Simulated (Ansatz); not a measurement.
# BN (Qingsongite): the cost of one run

Computed with the Python package of Ansatz 0.2.0. Level of theory: DFT PBE, plane waves, PAW.

**1. The system**

It takes space group F-43m (No. 216, cubic). The conventional cell has a = 3.615 Å, b = 3.615 Å, c = 3.615 Å, α = 90.00°, β = 90.00°, γ = 90.00°. Around B (site symmetry -43m) lie 4 N at 1.57 Å. N (site symmetry -43m) is surrounded by 4 B at 1.57 Å.

The script holds or builds the structure itself.

**2. The script**

Input file bn.py:

```python
'''Stiffness tensor and moduli of BN.'''

from dataclasses import replace
import argparse

import ansatz as az
import numpy as np

parser = argparse.ArgumentParser(description='Stiffness tensor and moduli of BN.')
parser.add_argument('--filling', default='fixed', help='how the bands are filled')
parser.add_argument('--kmesh', type=int, nargs=3, required=True, help='k-point sampling')
args = parser.parse_args()


def main() -> None:
    crystal = (
        az.Lattice.of([0.0, 1.8075, 1.8075], [1.8075, 0.0, 1.8075], [1.8075, 1.8075, 0.0])
        .atom('B', [0.0, 0.0, 0.0])
        .atom('N', [0.25, 0.25, 0.25])
    )

    calc = (
        crystal.calculation()
        .occupations(args.filling)
        .pseudopotentials('paw')
        .kpoints(*args.kmesh)
    )
    # first bring the cell to zero stress
    rest = calc.relax(cell=True).run(threads=1, backend='cpu').lattice
    relaxed = az.Crystal(lattice=az.Lattice.of(rest.cell_ang))
    for site in rest.sites:
        relaxed = relaxed.atom(site.symbol, site.position_frac)
    calc = replace(calc, crystal=relaxed)
    print('relaxed volume {:.3f} A^3'.format(abs(np.linalg.det(rest.cell_ang))))
    result = calc.elastic(az.ElasticMode.CLAMPED_ION, amplitude=0.01).run(threads=1, backend='cpu')
    elastic = result.elastic

    C = np.asarray(elastic.c_gpa)
    for i in range(6):
        for j in range(i, 6):
            if abs(C[i, j]) > 0.05:
                print(f'C{i + 1}{j + 1} = {C[i, j]:.1f} GPa')
    print('smallest eigenvalue of C:', round(elastic.stability.min_eigenvalue_gpa, 1), 'GPa; stable:', elastic.stability.stable)
    # averaged moduli need a positive definite tensor
    if elastic.stability.min_eigenvalue_gpa > 0:
        m = elastic.moduli
        print(f'K = {m.k_hill_gpa:.1f}, G = {m.g_hill_gpa:.1f}, E = {m.youngs_gpa:.1f} GPa, Poisson ratio {m.poisson:.3f}, K/G = {m.k_hill_gpa / m.g_hill_gpa:.2f}')


if __name__ == '__main__':
    main()
```

**3. Launch**

Started as:

```sh
python bn.py --kmesh 12 12 12
```

**Question.** How long does this script take on 1 thread of Arm Neoverse V2, shared host, and how much memory does it need?

About 19 s, with a peak of 0.4 GiB.
